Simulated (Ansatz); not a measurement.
AsRu:

```
Ru As
1.0
     5.73150    0.00000    0.00000
     0.00000    3.34278    0.00000
     0.00000    0.00000    6.36869
Ru As
4 4
Cartesian
  0.0311 2.5071 1.3022
  5.7004 0.8357 5.0665
  2.8969 2.5071 1.8822
  2.8346 0.8357 4.4865
  4.6069 2.5071 3.6295
  1.1246 0.8357 2.7391
  1.7411 2.5071 5.9235
  3.9904 0.8357 0.4452
```

The cell is a database's computed one.

- Program: Ansatz 0.2.0
- Task: relaxation of cell and atoms
- Functional: revPBE
- Potentials or basis: Ansatz PAW
- Cutoff: 420 eV (not typed: the program's choice for these potentials)
- k mesh: 5 × 8 × 4
- Occupations: fermi-dirac, width 0.05 eV
- Spin: no spin polarisation

At the start: volume 15.25 Å³/atom.

How do energy, volume and symmetry change on relaxing?

It ends after 7 steps and the volume is 15.65 Å³/atom (+2.6 %); space group Pnma (No. 62, to 0.05 Å).

The path:
| step | energy change (eV) | largest force (eV/Å) | volume (Å³) |
| --- | --- | --- | --- |
| 1 | 0.0000 | 0.1937 | 122.02 |
| 2 | -0.0459 | 0.0571 | 126.83 |
| 3 | -0.0564 | 0.0661 | 125.37 |
| 4 | -0.0593 | 0.0199 | 125.25 |
| 5 | -0.0596 | 0.0084 | 125.22 |
| 6 | -0.0597 | 0.0021 | 125.23 |
| 7 | -0.0607 | 0.0020 | 125.23 |

Final structure:
```cif
data_structure
_symmetry_space_group_name_H-M 'P 1'
_symmetry_Int_Tables_number 1
_cell_length_a 5.7585
_cell_length_b 3.3871
_cell_length_c 6.4205
_cell_angle_alpha 90.000
_cell_angle_beta 90.000
_cell_angle_gamma 90.000
_cell_volume 125.23
loop_
_atom_site_label
_atom_site_type_symbol
_atom_site_fract_x
_atom_site_fract_y
_atom_site_fract_z
_atom_site_occupancy
Ru1 Ru 0.00064 0.75000 0.20351 1
Ru2 Ru 0.99936 0.25000 0.79649 1
Ru3 Ru 0.50064 0.75000 0.29649 1
Ru4 Ru 0.49936 0.25000 0.70351 1
As1 As 0.80372 0.75000 0.56997 1
As2 As 0.19628 0.25000 0.43003 1
As3 As 0.30372 0.75000 0.93003 1
As4 As 0.69628 0.25000 0.06997 1
```

Caveat: the plane-wave basis is chosen anew once the cell has moved, so the energies of steps on either side of that aren't comparable; the PAW data sets come from PBE, with cores solved anew for the run's functional, which leaves a small shift of forces and pressure.
